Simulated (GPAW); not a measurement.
Write an ASE script for GPAW 26.7.0 that does the following.

```
Task                : single point
Functional          : SCAN
Potentials or basis : GPAW PAW data sets (gpaw-data 1.2.1)
Cutoff              : 600 eV
Basis               : pw
k mesh              : 8 × 8 × 8
Occupations         : fermi-dirac, width 0.05 eV
Spin                : no spin polarisation
Maxiter             : 150
```

Crystal: HfGe.

```
Hf Ge
1.0
     3.50084    0.00000    0.00000
     0.00000    3.50084    0.00000
     0.00000    0.00000    3.50084
Hf Ge
1 1
Cartesian
  0.0000 0.0000 0.0000
  1.7504 1.7504 1.7504
```

The cell was built by a generator and needn't be a form met in nature.

The input as run:

run.py

```python
from ase import Atoms
from ase.dft.bandgap import bandgap
from ase.io import write
from ase.units import GPa
from gpaw import GPAW, PW

atoms = Atoms(['Hf', 'Ge'],
              cell=[[3.50083787, 0.0, 0.0],
                    [0.0, 3.50083787, 0.0],
                    [0.0, 0.0, 3.50083787]],
              scaled_positions=[[0.0, 0.0, 0.0],
                                [0.5, 0.5, 0.5]],
              pbc=True)

calc = GPAW(mode=PW(600),
            xc='MGGA_X_SCAN+MGGA_C_SCAN',
            kpts={'size': (8, 8, 8), 'gamma': True},
            occupations={'name': 'fermi-dirac', 'width': 0.05},
            nbands=18,
            convergence={'density': 1e-05, 'energy': 1e-05},
            maxiter=150,
            txt='gpaw.txt')
atoms.calc = calc
energy = atoms.get_potential_energy()
forces = atoms.get_forces()
stress = atoms.get_stress()
calc.write('gs.gpw')
write('result.traj', atoms)
print(f'Energy: {energy:.6f} eV')
print('Forces (eV/A):')
print(forces.round(4))
print('Stress (GPa):', (stress / GPa).round(3))
print('Fermi level:', round(calc.get_fermi_level(), 4), 'eV')
print(f'Gap: {bandgap(calc)[0]:.4f} eV, direct: {bandgap(calc, direct=True)[0]:.4f} eV')
```

Potentials or basis: GPAW PAW data sets (gpaw-data 1.2.1), pw.

Command:

```bash
$ OMP_NUM_THREADS=1 python run.py
```

Results of the run:

| Item | Value |
| --- | --- |
| Pressure | -15.6 GPa |
| Band gap on the k mesh | none (metal or under the smearing width) |

Caveat: the PAW data sets were made with another functional, which shifts forces and pressure a little.

Run time: 43 s on 1 thread of Arm Neoverse V1, with other jobs on the host, peak memory 0.3 GiB.
